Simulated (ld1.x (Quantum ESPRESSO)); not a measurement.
# Pseudopotential generation for F: TM, PBE

Task: generate the file, and judge it by its errors in other configurations, its logarithmic derivatives, its ghosts and its cutoff.

Program: ld1.x (Quantum ESPRESSO) 7.5. Reference atom: PBE, scalar-relativistic, spherical and spin-unpolarised. All values are calculated.

## (1) Settings

Typed settings, in words:

| Item | Value |
| --- | --- |
| element | fluorine (F, Z = 9) |
| type | norm-conserving Troullier–Martins (Kleinman–Bylander form) |
| frozen core | [He] |
| valence charge | 7 |
| reference configuration | 2s2 2p5 |
| partial waves | 2s (bound): rc 0.70 bohr; 2p (bound): rc 1.45 bohr; 3d channel at -0.2 Ry: rc 1.25 bohr |
| local potential | all-electron potential smoothed inside 0.65 bohr (lloc = -2) |
| core correction | a·sin(br)/r model core, default radius (core density twice the valence density) |

An earlier all-electron run gives the scale for the radii.

All-electron outer shells of the reference configuration (PBE, scalar-relativistic, ld1.x):

| shell | level (eV) | outermost node (bohr) | outermost maximum (bohr) |
| --- | --- | --- | --- |
| 1s | -663.37 | – | 0.11 |
| 2s | -29.90 | 0.24 | 0.76 |
| 2p | -11.11 | – | 0.71 |

## (2) Generation

F.in reads:

```
 &input
   title='F', zed=9., rel=1, dft='PBE', iswitch=3,
   config='[He] 2s2 2p5 3d-2',
   nld=3, rlderiv=1.60, eminld=-4.0, emaxld=5.0, deld=0.02
 /
 &inputp
   pseudotype=2, tm=.true., lloc=-2, rcloc=0.65,
   nlcc=.true.,
   file_pseudopw='F.UPF', file_wfcaegen='ae.wfc', file_wfcncgen='nc.wfc', file_beta='beta', file_chi='chi'
 /
3
2S  1  0   2.00   0.00  0.70  0.70  0.0
2P  2  1   5.00   0.00  1.45  1.45  0.0
3D  3  2  -2.00  -0.20  1.25  1.25  0.0
 &test
   configts(1)='2s2 2p5'
 /
```

Launch:

```console
$ ld1.x < F.in > F.out
```

Output in F.out (without the banner and most projector matrices):

```text
     Program LD1 v.7.5
     --------------------------- All-electron run ----------------------------

     F
     scalar relativistic calculation

     atomic number is  9.00
     dft =PBE   lsd =0 sic =0 latt =0  beta=0.20 tr2=1.0E-14
     Exchange-correlation= PBE
                           (   1   4   3   4   0   0   0)
     mesh =1105 r(mesh) =  99.76081 a.u. xmin = -7.00 dx = 0.01250
     1 Ry =  13.60569312 eV, c = 137.03599908

     n l     nl                  e(Ry)          e(Ha)          e(eV)
     1 0     1S 1( 2.00)       -48.7570       -24.3785      -663.3734
     2 0     2S 1( 2.00)        -2.1976        -1.0988       -29.8996
     2 1     2P 1( 5.00)        -0.8167        -0.4083       -11.1117

     final scf error:  6.3E-15 reached in  26 iterations

     Etot =    -199.489330 Ry,     -99.744665 Ha,   -2714.190600 eV

     Ekin =     199.322998 Ry,      99.661499 Ha,    2711.927538 eV
     Encl =    -477.724055 Ry,    -238.862027 Ha,   -6499.766885 eV
     Eh   =      99.339620 Ry,      49.669810 Ha,    1351.584389 eV
     Exc  =     -20.427893 Ry,     -10.213946 Ha,    -277.935642 eV

     normalization and overlap integrals

     s(1S/1S) =  1.000000  <r> =   0.1763  <r2> =    0.0420  r(max) =   0.1139
     s(2S/2S) =  1.000000  <r> =   1.0034  <r2> =    1.2282  r(max) =   0.7617
     s(2P/2P) =  1.000000  <r> =   1.1050  <r2> =    1.6384  r(max) =   0.7066

     ------------------------ End of All-electron run ------------------------

     --------------------- Generating NC pseudopotential ---------------------

      Generating local potential from pseudized AE potential:
      Matching radius rcloc =   0.6500
      Enforcing V''(0)=0 (lloc=-2)

      Local pseudo, rcloc= 0.656 Estimated cut-off energy=    69.04 Ry

      Computing core charge for nlcc:

       r > 0.28 : true rho core
       r < 0.28 : rho core = a sin(br)/r    a=  19.28  b=   8.93

      Integrated core pseudo-charge :   0.93

      Wfc   2S  rcut= 0.707  Using Troullier-Martins method

      Wfc   2P  rcut= 1.459  Using Troullier-Martins method

      Wfc   3D  rcut= 1.256  Using Troullier-Martins method

     ------------------- End of pseudopotential generation -------------------

     [... the all-electron block is printed once more ...]


     Computing logarithmic derivative in   1.60247
     Computing logarithmic derivative in   1.60247
     Computing the partial wave expansion
     R is outside the sphere for l=    0 j= 0.00
     R is outside the sphere for l=    1 j= 0.00
     R is outside the sphere for l=    2 j= 0.00

     ---------------------- Testing the pseudopotential ----------------------

     F
     scalar relativistic calculation

     atomic number is  9.00   valence charge is  7.00
     dft =PBE   lsd =0 sic =0 latt =0  beta=0.20 tr2=1.0E-14
     mesh =1105 r(mesh) =  99.76081 xmin = -7.00 dx = 0.01250

     n l     nl             e AE (Ry)        e PS (Ry)    De AE-PS (Ry)
     1 0     2S   1( 2.00)       -2.19758       -2.19765        0.00007
     2 1     2P   1( 5.00)       -0.81670       -0.81670        0.00000

     eps = 2.7E-16  iter =  6

     Etot =    -199.489330 Ry,     -99.744665 Ha,   -2714.190600 eV
     Etotps =   -50.333654 Ry,     -25.166827 Ha,    -684.824248 eV

     Ekin =      32.224843 Ry,      16.112421 Ha,     438.441321 eV
     Encl =    -110.102678 Ry,     -55.051339 Ha,   -1498.023253 eV
     Ehrt =      41.689178 Ry,      20.844589 Ha,     567.210156 eV
     Ecxc =     -11.892707 Ry,      -5.946353 Ha,    -161.808521 eV
     (Ecc =      -2.688254 Ry,      -1.344127 Ha,     -36.575557 eV)
     Epseu=      -2.252289 Ry,      -1.126144 Ha,     -30.643951 eV

     ---------------------- End of pseudopotential test ----------------------
```

Run time: 0.88 s. Hardware: 1 thread of Neoverse-V1, shared host. (Generation and the later configuration tests together.)

Partial waves on a coarse radial grid (AE all-electron, PS pseudo):

| r (bohr) | 2p AE | 2p PS | 2s AE | 2s PS |
| --- | --- | --- | --- | --- |
| 0.072 | 0.0809 | 0.0279 | -0.4395 | 0.0814 |
| 0.145 | 0.2431 | 0.1096 | -0.3649 | 0.1709 |
| 0.217 | 0.4127 | 0.2328 | -0.1077 | 0.2730 |
| 0.290 | 0.5650 | 0.3851 | 0.1881 | 0.3960 |
| 0.362 | 0.6862 | 0.5441 | 0.4513 | 0.5365 |
| 0.435 | 0.7788 | 0.6953 | 0.6664 | 0.6877 |
| 0.507 | 0.8425 | 0.8193 | 0.8234 | 0.8248 |
| 0.580 | 0.8826 | 0.9096 | 0.9310 | 0.9304 |
| 0.652 | 0.9020 | 0.9609 | 0.9937 | 0.9937 |
| 0.725 | 0.9056 | 0.9777 | 1.0222 | 1.0222 |
| 0.798 | 0.8968 | 0.9663 | 1.0233 | 1.0233 |
| 0.870 | 0.8790 | 0.9362 | 1.0046 | 1.0046 |
| 0.942 | 0.8547 | 0.8959 | 0.9719 | 0.9719 |
| 1.015 | 0.8254 | 0.8510 | 0.9289 | 0.9289 |
| 1.088 | 0.7930 | 0.8065 | 0.8796 | 0.8796 |
| 1.160 | 0.7592 | 0.7650 | 0.8275 | 0.8275 |
| 1.232 | 0.7246 | 0.7264 | 0.7739 | 0.7739 |
| 1.305 | 0.6891 | 0.6895 | 0.7196 | 0.7196 |
| 1.378 | 0.6540 | 0.6540 | 0.6663 | 0.6663 |
| 1.450 | 0.6200 | 0.6200 | 0.6155 | 0.6155 |
| 1.522 | 0.5868 | 0.5868 | 0.5670 | 0.5670 |
| 1.595 | 0.5543 | 0.5543 | 0.5204 | 0.5204 |
| 1.668 | 0.5231 | 0.5231 | 0.4766 | 0.4766 |
| 1.740 | 0.4936 | 0.4936 | 0.4362 | 0.4362 |
| 1.812 | 0.4654 | 0.4654 | 0.3987 | 0.3987 |
| 1.885 | 0.4381 | 0.4381 | 0.3634 | 0.3634 |

## (3) Testing the new file in other configurations

F.test.in reads:

```
 &input
   title='F', zed=9., rel=1, dft='PBE', iswitch=2,
   config='[He] 2s2 2p5 3d-2'
 /
 &test
   file_pseudo='F.UPF', nconf=8,
   configts(1)='2s2 2p5',
   configts(2)='2s2 2p4',
   configts(3)='2s2 2p3',
   configts(4)='2s2 2p2',
   configts(5)='2s1 2p6',
   configts(6)='2s2 2p1',
   configts(7)='2s1 2p5',
   configts(8)='2s2 2p4.5'
 /
```

Launch:

```console
$ ld1.x < F.test.in > F.test.out
```

F.test.out, the pseudopotential blocks:

```text
     ---------------------- Testing the pseudopotential ----------------------

     F
     scalar relativistic calculation

     atomic number is  9.00   valence charge is  7.00
     dft =PBE   lsd =0 sic =0 latt =0  beta=0.20 tr2=1.0E-14
     mesh =1105 r(mesh) =  99.76081 xmin = -7.00 dx = 0.01250

     n l     nl             e AE (Ry)        e PS (Ry)    De AE-PS (Ry)
     1 0     2S   1( 2.00)       -2.19758       -2.19765        0.00007
     2 1     2P   1( 5.00)       -0.81670       -0.81670        0.00000

     eps = 3.2E-16  iter =  4

     Etot =    -199.489330 Ry,     -99.744665 Ha,   -2714.190600 eV
     Etotps =   -50.333654 Ry,     -25.166827 Ha,    -684.824249 eV

     Ekin =      32.224843 Ry,      16.112421 Ha,     438.441323 eV
     Encl =    -110.102679 Ry,     -55.051339 Ha,   -1498.023257 eV
     Ehrt =      41.689178 Ry,      20.844589 Ha,     567.210158 eV
     Ecxc =     -11.892707 Ry,      -5.946354 Ha,    -161.808522 eV
     (Ecc =      -2.688254 Ry,      -1.344127 Ha,     -36.575557 eV)
     Epseu=      -2.252289 Ry,      -1.126144 Ha,     -30.643951 eV

     ---------------------- End of pseudopotential test ----------------------

     ---------------------- Testing the pseudopotential ----------------------

     F
     scalar relativistic calculation

     atomic number is  9.00   valence charge is  7.00
     dft =PBE   lsd =0 sic =0 latt =0  beta=0.20 tr2=1.0E-14
     mesh =1105 r(mesh) =  99.76081 xmin = -7.00 dx = 0.01250

     n l     nl             e AE (Ry)        e PS (Ry)    De AE-PS (Ry)
     1 0     2S   1( 2.00)       -3.48292       -3.48619        0.00327
     2 1     2P   1( 4.00)       -2.08065       -2.07597       -0.00468

     eps = 2.5E-15  iter =  9

     Etot =    -198.064175 Ry,     -99.032088 Ha,   -2694.800384 eV
     Etotps =   -48.909887 Ry,     -24.454944 Ha,    -665.452914 eV
     dEtot_ae =       1.425155 Ry
     dEtot_ps =       1.423767 Ry,   Delta E=       0.001388 Ry

     Ekin =      30.048774 Ry,      15.024387 Ha,     408.834404 eV
     Encl =     -99.626998 Ry,     -49.813499 Ha,   -1355.494356 eV
     Ehrt =      33.152467 Ry,      16.576233 Ha,     451.062289 eV
     Ecxc =     -10.855921 Ry,      -5.427960 Ha,    -147.702328 eV
     (Ecc =      -2.688254 Ry,      -1.344127 Ha,     -36.575557 eV)
     Epseu=      -1.628210 Ry,      -0.814105 Ha,     -22.152922 eV

     ---------------------- End of pseudopotential test ----------------------

     ---------------------- Testing the pseudopotential ----------------------

     F
     scalar relativistic calculation

     atomic number is  9.00   valence charge is  7.00
     dft =PBE   lsd =0 sic =0 latt =0  beta=0.20 tr2=1.0E-14
     mesh =1105 r(mesh) =  99.76081 xmin = -7.00 dx = 0.01250

     n l     nl             e AE (Ry)        e PS (Ry)    De AE-PS (Ry)
     1 0     2S   1( 2.00)       -4.99731       -4.99754        0.00022
     2 1     2P   1( 3.00)       -3.60167       -3.57505       -0.02662  !

     eps = 5.0E-16  iter =  9

     Etot =    -195.242940 Ry,     -97.621470 Ha,   -2656.415526 eV
     Etotps =   -46.102104 Ry,     -23.051052 Ha,    -627.251086 eV
     dEtot_ae =       4.246390 Ry
     dEtot_ps =       4.231549 Ry,   Delta E=       0.014840 Ry

     Ekin =      26.373245 Ry,      13.186622 Ha,     358.826275 eV
     Encl =     -86.787202 Ry,     -43.393601 Ha,   -1180.800038 eV
     Ehrt =      24.520808 Ry,      12.260404 Ha,     333.622584 eV
     Ecxc =      -9.592826 Ry,      -4.796413 Ha,    -130.517042 eV
     (Ecc =      -2.688254 Ry,      -1.344127 Ha,     -36.575557 eV)
     Epseu=      -0.616129 Ry,      -0.308065 Ha,      -8.382865 eV

     ---------------------- End of pseudopotential test ----------------------

     ---------------------- Testing the pseudopotential ----------------------

     F
     scalar relativistic calculation

     atomic number is  9.00   valence charge is  7.00
     dft =PBE   lsd =0 sic =0 latt =0  beta=0.20 tr2=1.0E-14
     mesh =1105 r(mesh) =  99.76081 xmin = -7.00 dx = 0.01250

     n l     nl             e AE (Ry)        e PS (Ry)    De AE-PS (Ry)
     1 0     2S   1( 2.00)       -6.70364       -6.68464       -0.01900  !
     2 1     2P   1( 2.00)       -5.34782       -5.26610       -0.08172  !

     eps = 6.6E-15  iter =  7

     Etot =    -190.786158 Ry,     -95.393079 Ha,   -2595.777923 eV
     Etotps =   -41.695824 Ry,     -20.847912 Ha,    -567.300588 eV
     dEtot_ae =       8.703171 Ry
     dEtot_ps =       8.637830 Ry,   Delta E=       0.065342 Ry

     Ekin =      21.186963 Ry,      10.593482 Ha,     288.263319 eV
     Encl =     -72.002011 Ry,     -36.001005 Ha,    -979.637262 eV
     Ehrt =      16.514690 Ry,       8.257345 Ha,     224.693805 eV
     Ecxc =      -8.180607 Ry,      -4.090303 Ha,    -111.302826 eV
     (Ecc =      -2.688254 Ry,      -1.344127 Ha,     -36.575557 eV)
     Epseu=       0.785140 Ry,       0.392570 Ha,      10.682376 eV

     ---------------------- End of pseudopotential test ----------------------

     ---------------------- Testing the pseudopotential ----------------------

     F
     scalar relativistic calculation

     atomic number is  9.00   valence charge is  7.00
     dft =PBE   lsd =0 sic =0 latt =0  beta=0.20 tr2=1.0E-14
     mesh =1105 r(mesh) =  99.76081 xmin = -7.00 dx = 0.01250

     n l     nl             e AE (Ry)        e PS (Ry)    De AE-PS (Ry)
     1 0     2S   1( 1.00)       -2.23280       -2.23473        0.00192
     2 1     2P   1( 6.00)       -0.84819       -0.85189        0.00370

     eps = 2.5E-16  iter =  9

     Etot =    -198.106554 Ry,     -99.053277 Ha,   -2695.376983 eV
     Etotps =   -48.951734 Ry,     -24.475867 Ha,    -666.022269 eV
     dEtot_ae =       1.382775 Ry
     dEtot_ps =       1.381920 Ry,   Delta E=       0.000855 Ry

     Ekin =      36.006700 Ry,      18.003350 Ha,     489.896109 eV
     Encl =    -109.801079 Ry,     -54.900540 Ha,   -1493.919788 eV
     Ehrt =      41.425654 Ry,      20.712827 Ha,     563.624735 eV
     Ecxc =     -11.834199 Ry,      -5.917099 Ha,    -161.012477 eV
     (Ecc =      -2.688254 Ry,      -1.344127 Ha,     -36.575557 eV)
     Epseu=      -4.748810 Ry,      -2.374405 Ha,     -64.610848 eV

     ---------------------- End of pseudopotential test ----------------------

     ---------------------- Testing the pseudopotential ----------------------

     F
     scalar relativistic calculation

     atomic number is  9.00   valence charge is  7.00
     dft =PBE   lsd =0 sic =0 latt =0  beta=0.20 tr2=1.0E-14
     mesh =1105 r(mesh) =  99.76081 xmin = -7.00 dx = 0.01250

     n l     nl             e AE (Ry)        e PS (Ry)    De AE-PS (Ry)
     1 0     2S   1( 2.00)       -8.57765       -8.51167       -0.06598  !
     2 1     2P   1( 1.00)       -7.29740       -7.10973       -0.18767  !

     eps = 9.5E-15  iter =  7

     Etot =    -184.479831 Ry,     -92.239915 Ha,   -2509.975963 eV
     Etotps =   -35.518966 Ry,     -17.759483 Ha,    -483.260149 eV
     dEtot_ae =      15.009499 Ry
     dEtot_ps =      14.814688 Ry,   Delta E=       0.194811 Ry

     Ekin =      14.527490 Ry,       7.263745 Ha,     197.656570 eV
     Encl =     -55.591688 Ry,     -27.795844 Ha,    -756.363453 eV
     Ehrt =       9.672980 Ry,       4.836490 Ha,     131.607599 eV
     Ecxc =      -6.690883 Ry,      -3.345442 Ha,     -91.034104 eV
     (Ecc =      -2.688254 Ry,      -1.344127 Ha,     -36.575557 eV)
     Epseu=       2.563136 Ry,       1.281568 Ha,      34.873239 eV

     ---------------------- End of pseudopotential test ----------------------

     ---------------------- Testing the pseudopotential ----------------------

     F
     scalar relativistic calculation

     atomic number is  9.00   valence charge is  7.00
     dft =PBE   lsd =0 sic =0 latt =0  beta=0.20 tr2=1.0E-14
     mesh =1105 r(mesh) =  99.76081 xmin = -7.00 dx = 0.01250

     n l     nl             e AE (Ry)        e PS (Ry)    De AE-PS (Ry)
     1 0     2S   1( 1.00)       -3.49542       -3.50694        0.01152  !
     2 1     2P   1( 5.00)       -2.08974       -2.09654        0.00680  !

     eps = 7.9E-15  iter = 15

     Etot =    -196.660171 Ry,     -98.330085 Ha,   -2675.697932 eV
     Etotps =   -47.499566 Ry,     -23.749783 Ha,    -646.264520 eV
     dEtot_ae =       2.829159 Ry
     dEtot_ps =       2.834088 Ry,   Delta E=      -0.004929 Ry

     Ekin =      34.178819 Ry,      17.089410 Ha,     465.026526 eV
     Encl =     -99.519687 Ry,     -49.759843 Ha,   -1354.034319 eV
     Ehrt =      33.020988 Ry,      16.510494 Ha,     449.273432 eV
     Ecxc =     -10.820062 Ry,      -5.410031 Ha,    -147.214442 eV
     (Ecc =      -2.688254 Ry,      -1.344127 Ha,     -36.575557 eV)
     Epseu=      -4.359625 Ry,      -2.179812 Ha,     -59.315717 eV

     ---------------------- End of pseudopotential test ----------------------

     ---------------------- Testing the pseudopotential ----------------------

     F
     scalar relativistic calculation

     atomic number is  9.00   valence charge is  7.00
     dft =PBE   lsd =0 sic =0 latt =0  beta=0.20 tr2=1.0E-14
     mesh =1105 r(mesh) =  99.76081 xmin = -7.00 dx = 0.01250

     n l     nl             e AE (Ry)        e PS (Ry)    De AE-PS (Ry)
     1 0     2S   1( 2.00)       -2.80814       -2.81006        0.00192
     2 1     2P   1( 4.50)       -1.41356       -1.41250       -0.00106

     eps = 2.2E-16  iter = 10

     Etot =    -198.934914 Ry,     -99.467457 Ha,   -2706.647396 eV
     Etotps =   -49.779384 Ry,     -24.889692 Ha,    -677.283023 eV
     dEtot_ae =       0.554415 Ry
     dEtot_ps =       0.554270 Ry,   Delta E=       0.000145 Ry

     Ekin =      31.321405 Ry,      15.660703 Ha,     426.149430 eV
     Encl =    -105.193852 Ry,     -52.596926 Ha,   -1431.235266 eV
     Ehrt =      37.489523 Ry,      18.744762 Ha,     510.070948 eV
     Ecxc =     -11.408187 Ry,      -5.704093 Ha,    -155.216290 eV
     (Ecc =      -2.688254 Ry,      -1.344127 Ha,     -36.575557 eV)
     Epseu=      -1.988274 Ry,      -0.994137 Ha,     -27.051845 eV

     ---------------------- End of pseudopotential test ----------------------
```

Excitation and ionisation energies from 2s2 2p5, with the error of the potential.

```csv
valence configuration,charge,ΔE all-electron (eV),error AE − PS (meV)
2s2 2p4,+1,19.390,+19
2s2 2p3,+2,57.775,+202
2s2 2p2,+3,118.413,+889
2s1 2p6,0,18.814,+12
2s2 2p1,+4,204.215,+2651
2s1 2p5,+1,38.493,-67
2s2 2p4.5,+0.5,7.543,+2.0
```

## (4) Scattering by logarithmic derivatives

Taken from the files of the generation run. The phase is arctan(r·u′/u) with u = r·R, unwrapped, with energies in Ry. A pole is an energy at which the radial function vanishes at the test radius. The pseudo phase is shifted by a multiple of π to meet the all-electron one at the reference energy. Levels narrower than the energy grid can be missing from the poles. The last column is the largest difference on the grid between −1 and +1 Ry.

```tsv
channel	radius (bohr)	reference (Ry)	poles AE	poles PS	window around the reference with phases within 0.05 rad (Ry)	largest difference near zero (rad)
s	1.60	-2.20	-1.21	-1.21	below 4.9	0.001
p	1.60	-0.82	0.19	0.20	below 3.5	0.005
d	1.60	-0.20	none	none	the whole range	0.000
```

Phases (rad) along the scan:

| E (Ry) | p AE | p PS | s AE | s PS |
| --- | --- | --- | --- | --- |
| -4.00 | 1.225 | 1.226 | 1.069 | 1.069 |
| -3.52 | 1.191 | 1.192 | 0.921 | 0.921 |
| -3.04 | 1.143 | 1.144 | 0.551 | 0.551 |
| -2.56 | 1.069 | 1.071 | -0.446 | -0.447 |
| -2.08 | 0.936 | 0.939 | -1.204 | -1.204 |
| -1.60 | 0.629 | 0.632 | -1.466 | -1.466 |
| -1.12 | -0.244 | -0.242 | -1.588 | -1.588 |
| -0.64 | -1.137 | -1.136 | -1.662 | -1.662 |
| -0.16 | -1.458 | -1.456 | -1.716 | -1.717 |
| 0.32 | -1.601 | -1.598 | -1.762 | -1.762 |
| 0.80 | -1.689 | -1.684 | -1.804 | -1.805 |
| 1.28 | -1.756 | -1.748 | -1.847 | -1.848 |
| 1.76 | -1.815 | -1.804 | -1.894 | -1.896 |
| 2.24 | -1.875 | -1.860 | -1.948 | -1.952 |
| 2.72 | -1.943 | -1.919 | -2.016 | -2.021 |
| 3.20 | -2.026 | -1.990 | -2.104 | -2.112 |
| 3.68 | -2.139 | -2.080 | -2.225 | -2.239 |
| 4.16 | -2.302 | -2.203 | -2.404 | -2.427 |
| 4.64 | -2.555 | -2.382 | -2.672 | -2.712 |

## (5) Cutoff and ghost test in a Bessel basis

A separate test, outside the generator: the pseudo-atom's Hamiltonian at the reference potential is diagonalised in spherical Bessel functions j_l(qr) that vanish at 20 bohr, with q² up to the cutoff.

All-electron valence levels (Ry): 2s -2.1976, 2p -0.8167. The lowest levels of each channel (Ry) by cutoff; the last column sums, over occupied levels, occupation times the distance from the level at 400 Ry. A positive value at high cutoff is not a bound level.

| cutoff (Ry) | s #1 | p #1 | d #1 | f #1 | Σ f·Δε (mRy) |
| --- | --- | --- | --- | --- | --- |
| 8 | -1.9012 | -0.0136 | 0.0806 | 0.1213 | 4608.4 |
| 21 | -1.9807 | -0.3112 | 0.0806 | 0.1213 | 2961.2 |
| 50 | -2.1231 | -0.7909 | 0.0806 | 0.1213 | 278.0 |
| 90 | -2.1897 | -0.8163 | 0.0806 | 0.1213 | 17.6 |
| 120 | -2.1932 | -0.8166 | 0.0806 | 0.1213 | 9.3 |
| 180 | -2.1949 | -0.8167 | 0.0806 | 0.1213 | 5.4 |
| 260 | -2.1974 | -0.8167 | 0.0806 | 0.1213 | 0.4 |
| 350 | -2.1975 | -0.8167 | 0.0806 | 0.1213 | 0.1 |
| 400 | -2.1976 | -0.8167 | 0.0806 | 0.1213 | 0.0 |

The sum stays within 10 mRy from 120 Ry and within 1 mRy from 260 Ry. The sum leaves out empty levels, which can need more. Ghost test: no level below the all-electron spectrum of its channel (s, p, d, f tested).

## (6) What came out

```
                                                quantity                   value
               cutoffs for 10 and 1 mRy, occupied levels       120 Ry and 260 Ry
                                            bound ghosts              none found
                            largest test error (AE − PS)  +2651 meV, for 2s2 2p1
largest phase difference near zero energy, channels read               0.005 rad
```

In words: The worst unpolarised test, 2s2 2p1, is off by 2651 meV on 204.2 eV; by total energies transferability rates as poor. That test lies far up in energy; among those under 40 eV, nearer to bonding, the largest error is 67 meV. It counts as hard, with 120 Ry needed at the looser tolerance. The slowest occupied level is 2s: taken alone it needs 230 Ry to come within 1 mRy, against 70 Ry for 2p. It is free of bound ghosts as far as tested. Near zero energy the phases of the channels with partial waves agree within 0.005 rad. All of this concerns the isolated atom, not yet a solid.
